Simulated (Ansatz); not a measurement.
# AlCu3: the cost of one run

Program: Ansatz 0.2.0. Level of theory: DFT LDA, scalar-relativistic, plane waves, PAW. These are calculated values, not measurements.

## 1. Starting point

Symmetry: Pmmn, No. 59, orthorhombic system. Conventional cell: a = 4.173 Å, b = 5.107 Å, c = 4.512 Å, α = 90.00°, β = 90.00°, γ = 90.00°. Around Al (site symmetry mm2) lie 12 Cu at 2.55 to 2.60 Å. Cu (site symmetry mm2) is surrounded by 4 Al at 2.55 Å and 8 Cu at 2.58 to 2.60 Å. Around Cu (site symmetry m) lie 8 Cu at 2.54 to 2.60 Å and 4 Al at 2.57 to 2.60 Å.

Coordinates:

```
CELL_PARAMETERS angstrom
4.17251 0.00000 0.00000
0.00000 5.10702 0.00000
0.00000 0.00000 4.51172
ATOMIC_POSITIONS crystal
Al 0.00000 0.00000 0.66111
Al 0.50000 0.50000 0.33889
Cu 0.00000 0.50000 0.66267
Cu 0.50000 0.00000 0.33733
Cu 0.00000 0.25094 0.16006
Cu 0.00000 0.74906 0.16006
Cu 0.50000 0.24906 0.83994
Cu 0.50000 0.75094 0.83994
```

The structure comes from the Materials Project (structure only).

(A quick probe on a coarse mesh, which set the mesh and smearing, is not shown.)

## 3. The relaxation

input.yaml reads:

```yaml
crystal:
  lattice:
    - [4.1725144, 0.0, 0.0]
    - [0.0, 5.10701746, 0.0]
    - [0.0, 0.0, 4.51171531]
  atoms:
    - { symbol: Al, position: [0.0, 0.0, 0.66111] }
    - { symbol: Al, position: [0.5, 0.5, 0.33889] }
    - { symbol: Cu, position: [0.0, 0.5, 0.66267495] }
    - { symbol: Cu, position: [0.5, 0.0, 0.33732505] }
    - { symbol: Cu, position: [0.0, 0.25094031, 0.16006468] }
    - { symbol: Cu, position: [0.0, 0.74905969, 0.16006468] }
    - { symbol: Cu, position: [0.5, 0.24905969, 0.83993532] }
    - { symbol: Cu, position: [0.5, 0.75094031, 0.83993532] }
basis:
  ecutwfc: 420
kpoints:
  mp_grid: { grid: [8, 8, 8] }
hamiltonian:
  xc: lda
scf:
  occupations: { method: gaussian, width: 0.1 }
output:
  forces: true
  stress: true
  eigenvalues: true
  write_density: true
  write_potential: true
  elf: true
  volumetric_format: npy
relax:
  adjacent_minimum: "off"
  f_tol: 0.005
  max_steps: 80
  cell: { stress_tol: 0.05 }
```

Command:

```bash
$ ansatz run input.yaml --threads 4 --pin off --max-ram 12288MiB --backend cpu --events-out ev --progress --plain --runs-dir out
```

Q: Estimate wall time and peak memory on 4 threads of Intel Xeon at 2.70GHz, shared host.

About 2 min, with a peak of 0.95 GiB.
